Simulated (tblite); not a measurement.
# C5H11FOSi2: the cost of one run

Computed with tblite 0.8.0 and PySCF 2.14.0, with density-fitted response routines of our own, on a single molecule in the gas phase. Atoms count from 0, in the outputs and in this text.

### 1 The molecule as given

20 atoms, charge 0, multiplicity 1; geometry from: force field or distance geometry start.

Bonds of the start (Å): O0–C1 1.22, C1–C2 1.52, C2–Si3 1.85, C2–Si4 1.84, Si4–C5 1.84, C5–C6 1.31, C6–C7 1.50, C7–F8 1.36, C1–H9 1.08, C2–H10 1.12, Si3–H11 1.48, Si3–H12 1.46, Si3–H13 1.47, Si4–H14 1.45, Si4–H15 1.49, C5–H16 1.08, C6–H17 1.09, C7–H18 1.11, C7–H19 1.12.

### 2 Relaxing the molecule with GFN2-xTB

Job settings and geometry (Å):

```
{"job": {"kind": "relax", "xc": "GFN2-xTB", "basis": "xTB"}, "charge": 0, "multiplicity": 1}
O     -0.922000     0.992000    -2.204700
C     -1.880400     1.061800    -1.461100
C     -1.616700     0.778500     0.008200
Si    -2.656500    -0.658700     0.516500
Si     0.183800     0.611600     0.345700
C      0.963600    -0.723100    -0.657700
C      2.251500    -0.986500    -0.638500
C      3.208900    -0.216000     0.214400
F      2.505200     0.725600     0.889500
H     -2.864000     1.303600    -1.831500
H     -2.027100     1.672000     0.546700
H     -4.065200    -0.223200     0.395800
H     -2.500300    -1.787200    -0.400800
H     -2.420400    -1.107100     1.897700
H      0.413000     0.363900     1.755900
H      0.791600     1.908100    -0.063600
H      0.308400    -1.310500    -1.287700
H      2.634600    -1.799000    -1.249400
H      3.762200    -0.931900     0.850700
H      3.924800     0.336800    -0.448500
```

On the command line:

```console
> OMP_NUM_THREADS=1 python probes_run.py task.json out
```

This one command runs all jobs of the session in turn.

**Question.** How long does this first job take on 1 thread of Arm Neoverse N1, shared host, and how much memory does it need?

About 1.3 s, with a peak of 0.18 GiB.
